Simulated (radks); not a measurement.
# Nb⁴⁺ in [Kr] 4d1: an all-electron calculation

One table from this session's results is given with a row withheld; the runs are named, their logs left out.

Program: radks (a radial shooting solver on a logarithmic mesh, Libxc functionals) version 1. Level of theory: Dirac Kohn-Sham, PBE, spin-unpolarised, spherical densities, finite nucleus; open shells are shared between the two j in proportion to 2j + 1. These are calculated values, not measurements, unless marked.

## The atom as given

* element: niobium (Z = 41)
* charge: +4
* electrons: 37
* configuration: [Kr] 4d1
* nuclear rms radius: 4.324 fm

The outer shells:

Nb⁴⁺
```
[Kr] core
4d [↑ ][  ][  ][  ][  ]
```

Set-up of the first run:

Input:

```text
Z 41
configuration [Kr] 4d1 5s0 5p0
relativity Dirac
functional pbe,pbe
spin unpolarised
j_filling average
nucleus finite rms 4.324 fm
c 137.035999084
```

Run with:

```sh
python run_ks.py task.json out
```

The same process makes all the runs of this session.

Among the steps run: Self-consistent calculation.

One table of the session follows, with a row left open; its other results are not shown here.

It belongs to the step «Shells». Radial moments (bohr):

| level | <r> | outermost maximum (interpolated) | 90 % within | nodes |
| --- | --- | --- | --- | --- |
| 1s1/2 | 0.03609 | 0.0235 | 0.0646 | 0 |
| 2s1/2 | 0.1577 | 0.133 | 0.244 | 1 |
| 2p1/2 | 0.1346 | 0.104 | 0.220 | 0 |
| 2p3/2 | 0.1391 | 0.108 | 0.226 | 0 |
| 3s1/2 | 0.4429 | 0.396 | 0.655 | 2 |
| 3p1/2 | 0.4384 | 0.383 | 0.664 | 1 |
| 3p3/2 | 0.4489 | 0.392 | 0.679 | 1 |
| 3d3/2 | ? | ? | ? | ? |
| 3d5/2 | 0.4340 | 0.336 | 0.696 | 0 |
| 4s1/2 | 1.136 | 1.03 | 1.65 | 3 |
| 4p1/2 | 1.233 | 1.09 | 1.81 | 2 |
| 4p3/2 | 1.259 | 1.12 | 1.85 | 2 |
| 4d3/2 | 1.602 | 1.35 | 2.44 | 1 |
| 4d5/2 | 1.612 | 1.35 | 2.45 | 1 |
| 5s1/2 | 2.609 | 2.45 | 3.69 | 4 |
| 5p1/2 | 2.917 | 2.74 | 4.14 | 3 |
| 5p3/2 | 2.960 | 2.78 | 4.20 | 3 |

**Question.** Estimate the row for 3d3/2.

**Answer.** <r>: 0.4305; outermost maximum (interpolated): 0.333; 90 % within: 0.690; nodes: 0. In the column «<r>» it lies between 2s1/2 (0.1577) and 3d5/2 (0.4340).

To keep in mind: Spin polarisation and multiplet splitting are left out.
